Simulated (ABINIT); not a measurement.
# ScTaN (P-3m1) in ABINIT: equation of state

How stiff is ScTaN in PBEsol, and what volume does it want? The cell is scaled to several volumes.

Everything below comes from runs of ABINIT 10.8.3 (patched build). Logs are shortened: lines on timing, memory, paths and dates and some standing lists are left out, and cuts for length are marked. The log counts tension as positive stress, the text compression.

## (1) Starting point

The structure is trigonal, space group P-3m1 (No. 164). Conventional cell: a = 3.085 Å, b = 3.085 Å, c = 10.340 Å, α = 90.00°, β = 90.00°, γ = 120.00°. Around Ta (site symmetry 3m) lie 3 N at 2.20 Å. Sc (site symmetry -3m) is surrounded by 6 Sc at 3.09 Å and 6 Ta at 3.10 Å. Around Sc (site symmetry -3m) lie 6 N at 2.23 Å. Around N (site symmetry 3m) lie 3 Ta at 2.20 Å and 3 Sc at 2.23 Å.

The cell comes from a database or a generator and needn't be the stable form of this composition.

## (2) Equation of state, PBEsol

run.abi

```
# Datasets: one volume each
ndtset 7
scalecart1 3*0.9795861087
scalecart2 3*0.9864848297
scalecart3 3*0.9932883884
scalecart4 3*1.0000000000
scalecart5 3*1.0066227096
scalecart6 3*1.0131594038
scalecart7 3*1.0196128224

# Pseudopotentials
pp_dirpath "./"
pseudos "Ta.upf, Sc.upf, N.upf"

# Structure
acell 3*1.0
rprim
     5.8299289517     0.0000000000     0.0000000000
    -2.9149644758     5.0488665745     0.0000000000
     0.0000000000     0.0000000000    19.5400251314
ntypat 3
znucl 73 21 7
natom 6
typat 1 1 2 2 3 3
xred
     0.3333333333     0.6666666667     0.2456310000
     0.6666666667     0.3333333333     0.7543690000
     0.0000000000     0.0000000000     0.0000000000
     0.0000000000     0.0000000000     0.5000000000
     0.3333333333     0.6666666667     0.6298410000
     0.6666666667     0.3333333333     0.3701590000

# Plane-wave basis
ecut 1142.878222 eV

# k points
kptopt 1
ngkpt 10 10 3
nshiftk 1
shiftk 0.0 0.0 0.0

# Exchange and correlation
ixc -116133

# Bands and occupations
nband 35
occopt 3
tsmear 0.05 eV

# SCF cycle
nstep 100
tolvrs 1.0e-10

# Output
iomode 3
prtwf 0
prtden 0
prteig 0
prtebands 0
enunit 1
```

Potentials or basis: PseudoDojo NC SR PBEsol v0.4.1 standard.

On the command line:

```console
$ mpirun --bind-to none -np 4 abinit run.abi > log 2>&1
```

run.abo:

```text
.Version 10.8.3 of ABINIT
 DATASET    1 : space group P-3 m 1 (#164); Bravais hP (primitive hexag.)
================================================================================
 Values of the parameters that define the memory need for DATASET  1.
     intxc =       0    ionmov =       0      iscf =       7    lmnmax =       8
     lnmax =       8     mgfft =     120  mpssoang =       4    mqgrid =    5585
     natom =       6  nloc_mem =       1    nspden =       1   nspinor =       1
    nsppol =       1      nsym =      12    n1xccc =    2501    ntypat =       3
    occopt =       3   xclevel =       2
       mpw =        7063          nfft =      155520          nkpt =          36
================================================================================
================================================================================
[... 61 lines left out ...]
 DATASET    7 : space group P-3 m 1 (#164); Bravais hP (primitive hexag.)
================================================================================
 Values of the parameters that define the memory need for DATASET  7.
     intxc =       0    ionmov =       0      iscf =       7    lmnmax =       8
     lnmax =       8     mgfft =     120  mpssoang =       4    mqgrid =    5813
     natom =       6  nloc_mem =       1    nspden =       1   nspinor =       1
    nsppol =       1      nsym =      12    n1xccc =    2501    ntypat =       3
    occopt =       3   xclevel =       2
       mpw =        7951          nfft =      155520          nkpt =          36
================================================================================
================================================================================

--------------------------------------------------------------------------------
------------- Echo of variables that govern the present computation ------------
--------------------------------------------------------------------------------
 -outvars: echo values of preprocessed input variables --------
            acell      1.0000000000E+00  1.0000000000E+00  1.0000000000E+00 Bohr
              amu      1.80947900E+02  4.49559100E+01  1.40067400E+01
             ecut      4.20000000E+01 Hartree
           enunit           1
              ixc     -116133
           jdtset        1    2    3    4    5    6    7
         kptrlatt       10    0    0      0   10    0      0    0    3
          kptrlen1     5.71091742E+01
          kptrlen2     5.75113647E+01
          kptrlen3     5.79080073E+01
          kptrlen4     5.82992895E+01
          kptrlen5     5.86853888E+01
          kptrlen6     5.90664734E+01
          kptrlen7     5.94427031E+01
            natom           6
            nband          35
           ndtset           7
            ngfft          36      36     120
             nkpt          36
            nstep         100
             nsym          12
           ntypat           3
[... 116 lines left out ...]
                      -3.7007434154E-17 -1.1102230246E-16 -1.1102230246E-16
                      -3.7007434154E-17 -1.1102230246E-16  5.0000000000E-01
                       3.3333333333E-01  6.6666666667E-01  6.2984100000E-01
                       6.6666666667E-01  3.3333333333E-01  3.7015900000E-01
            znucl       73.00000   21.00000    7.00000

================================================================================

 chkinp: Checking input parameters for consistency, jdtset=   1.

 chkinp: Checking input parameters for consistency, jdtset=   2.
[... 41 lines left out ...]
- pspini: atom type   3  psp file is ./N.upf
12 -116133 1 -1 1058                          pspcod,pspxc,lmax,lloc,mmax
     nproj     2     2     0     0

   4.70527384E+03                                ecore*ucvol(ha*bohr**3)
--------------------------------------------------------------------------------

================================================================================

--- !BeginCycle
iteration_state: {dtset: 1, }
solver: {iscf: 7, nstep: 100, nline: 4, wfoptalg: 0, }
tolerances: {tolvrs: 1.00E-10, }
...
[... 1352 lines left out ...]
-Cartesian components of stress tensor (GPa)         [Pressure= -1.6085E+01 GPa]
- sigma(1 1)=  1.59576414E+01  sigma(3 2)=  0.00000000E+00
- sigma(2 2)=  1.59576414E+01  sigma(3 1)=  0.00000000E+00
- sigma(3 3)=  1.63408218E+01  sigma(2 1)= -3.84654271E-09

== END DATASET(S) ==============================================================
================================================================================

 -outvars: echo values of variables after computation  --------
            acell      1.0000000000E+00  1.0000000000E+00  1.0000000000E+00 Bohr
           etotal1    -2.4774144088E+02
           etotal2    -2.4774295246E+02
           etotal3    -2.4774268953E+02
           etotal4    -2.4774083025E+02
           etotal5    -2.4773753514E+02
           etotal6    -2.4773294916E+02
           etotal7    -2.4772720302E+02
            fcart1     4.7149083538E-29 -4.5369226788E-29 -4.5162420459E-03
                       4.7149083538E-29 -4.5369226788E-29  4.5162420459E-03
                      -4.7149083538E-29 -9.9812298931E-29 -7.2280144832E-20
                      -4.7149083538E-29 -9.9812298931E-29 -7.2280144832E-20
                      -1.4144725061E-28  6.3516917503E-29 -1.1541834416E-03
                       1.4144725061E-28  2.2684613393E-28  1.1541834416E-03
            fcart2     1.0924517072E-28  3.1536364361E-28 -4.6129959135E-04
                      -1.7167098256E-28 -2.7932208434E-28  4.6129959135E-04
                       1.5606452960E-29  4.5051949087E-29  4.5175090520E-21
                       1.5606452960E-29  4.5051949087E-29  4.5175090520E-21
[... 94 lines left out ...]
                       2.8731619243E-17 -2.4882312159E-16  5.2043078555E+00
                       1.7756097788E-11  1.7929595483E+00  6.5557729280E+00
                       1.5527485168E+00  8.9647977414E-01  3.8528427829E+00
           xangst6     1.7871242856E-11  1.8046024689E+00  2.5732809604E+00
                       1.5628315818E+00  9.0230123444E-01  7.9029250575E+00
                       5.7836386856E-17  0.0000000000E+00  0.0000000000E+00
                       5.7836386856E-17  0.0000000000E+00  5.2381030089E+00
                       1.7871242856E-11  1.8046024689E+00  6.5983440745E+00
                       1.5628315818E+00  9.0230123444E-01  3.8778619434E+00
           xangst7     1.7984657604E-11  1.8160970620E+00  2.5896717269E+00
                       1.5727861914E+00  9.0804853101E-01  7.9532635169E+00
                      -2.9102390709E-16  0.0000000000E+00 -1.1705009455E-15
                      -2.9102390709E-16  0.0000000000E+00  5.2714676219E+00
                       1.7984657604E-11  1.8160970620E+00  6.6403728769E+00
                       1.5727861914E+00  9.0804853101E-01  3.9025623669E+00
             xred      3.3333333333E-01  6.6666666667E-01  2.4563100000E-01
                       6.6666666667E-01  3.3333333333E-01  7.5436900000E-01
                      -3.7007434154E-17 -1.1102230246E-16 -1.1102230246E-16
                      -3.7007434154E-17 -1.1102230246E-16  5.0000000000E-01
                       3.3333333333E-01  6.6666666667E-01  6.2984100000E-01
                       6.6666666667E-01  3.3333333333E-01  3.7015900000E-01
 Calculation completed.
```

Wall time 20 min (4 MPI ranks of Arm Neoverse V2, shared host); peak memory 0.68 GiB.

What came out:

```yaml
Equilibrium_volume: 13.73 Å³/atom
Bulk_modulus_at_fixed_shape_and_positions: 211 GPa
Pressure_derivative_of_the_bulk_modulus: 4.2
```

Energy against volume, from the lowest point:
```tsv
volume (Å³/atom)	energy (meV/atom)
13.352	6.86
13.637	0.00
13.921	1.19
14.205	9.62
14.489	24.57
14.773	45.37
15.057	71.43
```

Caveat: pressures at fixed basis lie under the slope of the energies; the cell was scaled at fixed shape and fractional positions, which overstates the stiffness of a crystal with free parameters, most of all of layers and chains.
